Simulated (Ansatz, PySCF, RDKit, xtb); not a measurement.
# Solving GaPH6O, step by step

Task: start from the formula GaPH6O, draw up candidate structures, narrow them down in stages, and characterise the one that lies lowest at 1000 K.

The funnel: GFN2-xTB relaxations, single points with a density functional, relaxations at B3LYP/6-31G*, harmonic vibrations, and a last energy at a higher level. All values are calculated.

7 further runs of the same task are left out: 7 set aside as unsound or not needed.

### 1 Possible bonding patterns

A program enumerates the bonding patterns with one Lewis structure each (two rings at most, one unusual centre or charged pair), with their diastereomers. O–O, O–halogen and N–halogen bonds and N–N–N chains are not drawn. That gives 4 candidates.

```tsv
label	SMILES	spin
c082	O[P@H2+][GaH3-]	singlet
c479	P[OH+][GaH3-]	singlet
c701	[OH2+][GaH2-][PH2]	singlet
c956	[OH][GaH2-][P@H3+]	singlet
```

Candidates are built by distance geometry, with a force field where one applies, in up to four conformers (letters a to d). 10 starts with atoms placed at random are added, to find patterns that the rules miss.

**Question.** With final energies at CCSD(T)/def2-TZVP, which structure will this search put lowest in free energy, and by what margin?

| quantity | value |
| --- | --- |
| lowest structure found | [OH][GaH2-][P@H3+], singlet, C1 |
| next finalist | [OH2+][GaH2-][PH2], singlet, 4.1 kcal/mol higher in G |
| share at equilibrium, among the finalists | 88.9 % |
| harmonic wavenumbers, lowest and highest (B3LYP/6-31G*) | 66 and 3767 cm⁻¹ |
| rotational constants, same geometry | 0.2905, 0.08455, 0.06926 cm⁻¹ |
| dipole moment (PBE0/def2-TZVPD) | 3.55 D |
| HOMO energy (PBE0/def2-TZVPD) | -7.81 eV |
| LUMO energy (PBE0/def2-TZVPD) | -0.35 eV |
| HOMO–LUMO gap (PBE0/def2-TZVPD) | 7.46 eV |
| lowest excitation (TD-B3LYP/def2-SVPD) | 6.14 eV (f = 0.005) |
| strongest of the states computed, same level | 6.48 eV (f = 0.099) |
| lowest triplet excitation, same level, Tamm-Dancoff | 5.67 eV |
| vertical ionisation energy | 9.79 eV |
| vertical electron affinity | -0.83 eV (unbound: the value depends on the basis) |
| vertical triplet less singlet | +5.72 eV |

The search ends on `[OH][GaH2-][P@H3+]`. The margin of 4.1 kcal/mol over the next finalist is beyond the usual error of the last level; it says nothing of structures that weren't ranked. B3LYP/6-31G*, HF/def2-TZVP and MP2/def2-TZVP already put its bonding pattern lowest among the structures in one piece. Lowest found is not proven lowest: the search is finite, and each finalist counts with one conformer. Patterns outside the rules of the enumeration were met only by chance.
